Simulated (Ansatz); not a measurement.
# MoWSe4: further runs on the relaxed cell

The task here is to estimate one member of a computed series from the others.

Computed with Ansatz 0.2.0 (DFT r2SCAN, scalar-relativistic, plane waves, PAW, unless a step's input says otherwise).

### The structure to begin with

The structure is hexagonal, space group P-6m2 (No. 187). The conventional cell has a = 3.318 Å, b = 3.318 Å, c = 13.697 Å, α = 90.00°, β = 90.00°, γ = 120.00°. Mo (site symmetry -6m2) has 6 Se at 2.53 Å as nearest neighbours. W (site symmetry -6m2) is surrounded by 6 Se at 2.54 Å. Around Se (site symmetry 3m) lie 3 W at 2.54 Å. Around Se (site symmetry 3m) lie 3 Mo at 2.53 Å.

Structure file:

```cif
data_structure
_symmetry_space_group_name_H-M 'P-6m2'
_symmetry_Int_Tables_number 187
_cell_length_a 3.3179
_cell_length_b 3.3179
_cell_length_c 13.6971
_cell_angle_alpha 90.000
_cell_angle_beta 90.000
_cell_angle_gamma 120.000
_cell_volume 130.58
loop_
_atom_site_label
_atom_site_type_symbol
_atom_site_symmetry_multiplicity
_atom_site_Wyckoff_symbol
_atom_site_fract_x
_atom_site_fract_y
_atom_site_fract_z
_atom_site_occupancy
Mo1 Mo 1 b 0.00000 0.00000 0.50000 1
W1 W 1 c 0.33333 0.66667 0.00000 1
Se1 Se 2 g 0.00000 0.00000 0.12125 1
Se2 Se 2 h 0.33333 0.66667 0.37920 1
```

It goes back to an entry of the Materials Project, which need not be the stable form.

This cell was relaxed beforehand with the same method: volume 21.76 Å³/atom, gap on the mesh 1.16 eV.

The first run:

Input file input.yaml:

```yaml
crystal:
  lattice:
    - [3.2843741321, 0.0, 0.0]
    - [-1.642187066, 2.844351434, 0.0]
    - [0.0, 0.0, 13.558715756]
  atoms:
    - { symbol: Mo, position: [0.0, 0.0, 0.5] }
    - { symbol: W, position: [0.3333333333, 0.6666666667, 0.0] }
    - { symbol: Se, position: [0.0, 0.0, 0.1212526171] }
    - { symbol: Se, position: [0.3333333333, 0.6666666667, 0.3791975352] }
    - { symbol: Se, position: [0.3333333333, 0.6666666667, 0.6208024648] }
    - { symbol: Se, position: [0.0, 0.0, 0.8787473829] }
basis:
  ecutwfc: 500
kpoints:
  mp_grid: { grid: [9, 9, 2] }
hamiltonian:
  xc: r2scan
scf:
  occupations: { method: gaussian, width: 0.02 }
output:
  forces: true
  stress: true
  eigenvalues: true
relax:
  adjacent_minimum: "off"
  f_tol: 0.01
  max_steps: 30
  cell: { stress_tol: 0.1, fix: [volume] }
```

Among the steps run: Point at V/V0 = 0.97; The cell scaled to 1.03 of its volume; The cell scaled to 0.94 of its volume; Volume × 1.06.

One table of the session follows, with a row left open; its other results are not shown here.

It belongs to the step «Energy against volume». 

```
volume (Å³/atom)  energy above the lowest point (meV/atom)  pressure (GPa)  gap on the mesh (eV)
          20.458                                       6.4            1.89                  1.10
          21.111                                         ?               ?                     ?
          21.764                                       0.0           -0.02                  1.16
          22.417                                       1.0           -0.40                  1.21
          23.069                                       3.0           -0.54                  1.26
```

Q: Estimate the row for volume (Å³/atom) = 21.111 from the others.

Worked estimate for «energy above the lowest point (meV/atom)». A straight line through the neighbours (20.458, 6.4) and (21.764, 0.0) gives 6.4 + (0.0 − 6.4) × (21.111 − 20.458) / (21.764 − 20.458) = 3.2; a parabola fitted to 3 rows on both sides gives 1.8.

The run gave: energy above the lowest point (meV/atom): 1.3; pressure (GPa): 0.72; gap on the mesh (eV): 1.13. In «energy above the lowest point (meV/atom)» the line misses by +1.9 and the parabola by +0.5.

Caveats from the session: Layers here are held mostly by dispersion, which this level lacks, so their spacing and the stiffness across them are unreliable there.
